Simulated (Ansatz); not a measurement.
# ScPb3: the cost of one run

Program: Ansatz 0.2.0 through its Python package. The levels of theory stand in the script. These are calculated values, not measurements.

**1. Starting point**

It takes space group I4/mmm (No. 139, tetragonal). The conventional cell has a = 4.535 Å, b = 4.535 Å, c = 11.049 Å, α = 90.00°, β = 90.00°, γ = 90.00°. Sc (site symmetry 4/mmm) is surrounded by 12 Pb at 3.21 to 3.57 Å. Pb (site symmetry -4m2) has 8 Pb at 3.21 to 3.57 Å and 4 Sc at 3.57 Å as nearest neighbours. Pb (site symmetry 4/mmm) has 4 Sc at 3.21 Å and 8 Pb at 3.57 Å as nearest neighbours.

The script holds or builds the structure itself.

**2. The script**

nc_paw_scpb3.py reads:

```python
# -*- coding: utf-8 -*-
'''Two kinds of potentials on ScPb3.'''

import ansatz as az
import numpy as np

config = {
    'functional': 'pbesol',
    'mesh': (7, 7, 7),
    'smearing': 'cold',
    'smearing_width': 0.1,
    'scf_tol': 1e-10,
}


def count_gap(report):
    # lowest empty less highest filled band, counting bands; zero where they overlap
    return max(report.get('gap_by_band_count_ev') or 0.0, 0.0)

lattice = az.Lattice.of(
    (-2.2673, 2.2673, 5.524685),
    (2.2673, -2.2673, 5.524685),
    (2.2673, 2.2673, -5.524685),
)
sites = [
    ('Sc', (0.0, 0.0, 0.0)),
    ('Pb', (0.75, 0.25, 0.5)),
    ('Pb', (0.25, 0.75, 0.5)),
    ('Pb', (0.5, 0.5, 0.0)),
]
scpb3 = az.Crystal(lattice=lattice)
for symbol, position in sites:
    scpb3 = scpb3.atom(symbol, position)

setup = (
    scpb3.calculation()
    .functional(config['functional'])
    .kpoints(*config['mesh'])
    .occupations(config['smearing'], width=config['smearing_width'])
    .scf(tolerance=config['scf_tol'])
    .stress()
    .forces()
    .band_table()
)
variants = {
    'PAW': setup.pseudopotentials('paw'),
    'norm-conserving': setup.pseudopotentials('nc'),
}
# totals differ by the cores that each treatment holds, so compare what does not depend on them
rows = []
for label, variant in variants.items():
    data = variant.run(threads=1).report
    levels = np.array(data['eigenvalues_ev'][0]) - data['fermi_energy_ev']
    print(label, 'levels at the first k-point near E_F:', np.round(levels[np.abs(levels) < 5], 3))
    rows.append((label, data['n_electrons'], np.trace(data['stress_gpa']) / 3, float(np.abs(data['forces_ev_ang']).max()), count_gap(data)))
for row in rows:
    print('; '.join(f'{name} = {round(v, 4) if isinstance(v, float) else v}' for name, v in zip(['treatment', 'electrons in bands', 'P GPa', 'max force component eV/A', 'gap by band count eV'], row)))
```

**3. The run**

Command:

```
$ python nc_paw_scpb3.py
```

**Question.** How long does this script take on 1 thread of Arm Neoverse V1, shared host, and how much memory does it need?

About 53 s, with a peak of 0.88 GiB.
